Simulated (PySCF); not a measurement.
# The bond of Y2, level by level

The task here is to estimate one member of a computed series from the others.

Program: PySCF 2.14.0. Level of theory: Y def2-TZVPP with ECP28, scalar-relativistic core potentials. These are calculated values, not measurements.

Set-up of the first run:

A driver script around PySCF takes these settings:

```yaml
atoms: Y, Y
charge: 0
basis: Y def2-TZVPP with ECP28
Hamiltonian: scalar-relativistic core potentials
basis_functions: 112
electrons_treated: 22
masses_in_u: 88.9058, 88.9058
levels: PBE0, PBE, r²SCAN, r²SCANh, B3LYP, PBEsol, r²SCAN0, LC-ωPBE, HF, MP2, SCS-MP2
grid: 80 radial by 434 angular points
occupations: held fixed by the projection of orbital angular momentum
dissociation_limit: Y + Y, each in its ground configuration
starting_distance_in_angstrom: 2.930
values_of_2S_to_try: 0, 2, 4
```

The run is started by

```bash
> OMP_NUM_THREADS=2 python dia.py task.json out
```

Steps of the session up to this table: The job; First curve: PBE0; Excited determinants; PBE; r²SCAN; r²SCANh (hybrid meta-GGA); B3LYP; PBEsol (GGA); r²SCAN0 (hybrid meta-GGA); LC-ωPBE; ROHF (mean field).

One of the session's tables, all rows but one given; the rest of the session is left out.

Energy (eV) from each level's lowest point:

```
R (Å)   ROHF  ROHF-MP2  ROHF-SCS-MP2    PBE  PBEsol
2.478  0.972     0.614         0.675  0.694   0.629
2.594  0.604     0.197         0.276  0.343   0.301
2.709      ?         ?             ?      ?       ?
2.796  0.182     0.000         0.005  0.038   0.027
2.882  0.077     0.034         0.000  0.000   0.000
2.969  0.017     0.103         0.034  0.005   0.015
3.084  0.000     0.239         0.129  0.064   0.088
3.228  0.064     0.462         0.309  0.201   0.239
3.401  0.238     0.782         0.584  0.424   0.478
3.631  0.581     1.246         1.000  0.766   0.838
```

**Question.** Estimate the row for R (Å) = 2.709.

Worked estimate for «ROHF». A straight line through the neighbours (2.594, 0.604) and (2.796, 0.182) gives 0.604 + (0.182 − 0.604) × (2.709 − 2.594) / (2.796 − 2.594) = 0.364; a parabola fitted to 4 rows on both sides gives 0.331.

**Answer.** ROHF: 0.332; ROHF-MP2: 0.015; ROHF-SCS-MP2: 0.061; PBE: 0.128; PBEsol: 0.104. In «ROHF» the line misses by +0.032 and the parabola by -0.001.

Caveats from the session: The state is the lowest single determinant that the PBE0 search found; with open d or f shells the true ground state can be another one.
